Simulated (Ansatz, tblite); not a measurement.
# The cluster Si₃N₅−: rung by rung

The task here is to estimate one member of a computed series from the others.

Computed with Ansatz 0.2.0, Gaussian basis. Level: as each input shows.

Levels to be run: GFN1-xTB, GFN2-xTB, PBE-D4/def2-TZVPD, r2SCAN-D4/def2-TZVPD, BLYP-D4/def2-TZVPD, r2SCAN0-D4/def2-TZVPD, ωB97M-V/def2-TZVPD, CCSD(T)/def2-SVPD, MP2/def2-TZVPD.

5 further runs of the same task are left out: 5 set aside as unsound or not needed. Runs told in other sessions of the task aren't counted.

### The structure

The singlet was relaxed beforehand with PBE0-D4/def2-SVPD. At that level it is the lowest of the isomers that a small search found.

8 atoms, charge -1, spin multiplicity 1.

Bond lengths: Si1–N6 1.680 Å, Si1–N7 2.076 Å, Si2–N5 1.619 Å, Si2–N6 1.672 Å, Si2–N8 1.920 Å, Si3–N4 1.575 Å, Si3–N5 1.629 Å, N7–N8 1.220 Å. Angles: N6–Si1–N7 97.5°, N5–Si2–N6 133.6°, N5–Si2–N8 120.8°, N6–Si2–N8 105.6°, N4–Si3–N5 178.9°, Si2–N5–Si3 176.7°, Si1–N6–Si2 111.4°, Si1–N7–N8 114.9°, Si2–N8–N7 110.5°.

The ion is computed in the gas phase, without counter-ions or solvent.

PBE0-D4/def2-TZVPD was run before; its log isn't repeated, and its numbers join the tables.

The first run:

Tight binding, by tblite at 300 K electronic temperature and without a spin-polarisation term:

```python
tblite.interface.Calculator('GFN1-xTB', numbers, positions, charge=-1, uhf=0).singlepoint()
```

Tight binding, by tblite at 300 K electronic temperature and without a spin-polarisation term:

```python
tblite.interface.Calculator('GFN2-xTB', numbers, positions, charge=-1, uhf=0).singlepoint()
```

start.molden holds the orbitals of an earlier run on this state, given as this run's starting guess.

in.yaml reads:

```yaml
crystal:
  periodic: [false, false, false]
  atoms:
    - {symbol: Si, position_ang: [0.790879, -2.664392, -1.422218]}
    - {symbol: Si, position_ang: [0.080797, -0.279183, -0.207222]}
    - {symbol: Si, position_ang: [-0.799013, 2.768208, 0.487165]}
    - {symbol: N, position_ang: [-1.225509, 4.249766, 0.810430]}
    - {symbol: N, position_ang: [-0.354180, 1.230435, 0.184171]}
    - {symbol: N, position_ang: [0.334862, -1.064879, -1.660638]}
    - {symbol: N, position_ang: [0.743418, -2.653266, 0.653589]}
    - {symbol: N, position_ang: [0.428746, -1.586670, 1.154733]}
basis:
  gaussian: {orbitals: def2-TZVPD, initial_orbitals: start.molden}
total_charge: -1
hamiltonian: {xc: pbe, dispersion: d4}
scf: {omitted_lower_state_checks: [starts]}
output: {forces: true, orbitals: {seedname: orbitals}}
```

The run is started by

```bash
$ ansatz run in.yaml --threads 4 --pin off --events-out ev --progress --plain --max-ram 4787MiB
```

Among the steps run: PBE-D4/def2-TZVPD; r2SCAN-D4/def2-TZVPD; BLYP-D4/def2-TZVPD; r2SCAN0-D4/def2-TZVPD; ωB97M-V/def2-TZVPD; CCSD(T)/def2-SVPD; MP2/def2-TZVPD.

One of the session's tables, all rows but one given; the rest of the session is left out.

```
                level  HOMO (eV)  LUMO (eV)  gap (eV)
    PBE-D4/def2-TZVPD      -0.94      -0.40      0.54
   BLYP-D4/def2-TZVPD      -0.81      -0.23      0.58
 r2SCAN-D4/def2-TZVPD          ?          ?         ?
   PBE0-D4/def2-TZVPD      -1.97       0.49      2.47
r2SCAN0-D4/def2-TZVPD      -2.08       0.51      2.60
   ωB97M-V/def2-TZVPD      -4.00       2.52      6.53
```

Estimate the missing values for r2SCAN-D4/def2-TZVPD.

**Answer.** HOMO (eV): -1.07; LUMO (eV): -0.34; gap (eV): 0.73. In the column «HOMO (eV)» it lies between PBE0-D4/def2-TZVPD (-1.97) and PBE-D4/def2-TZVPD (-0.94).
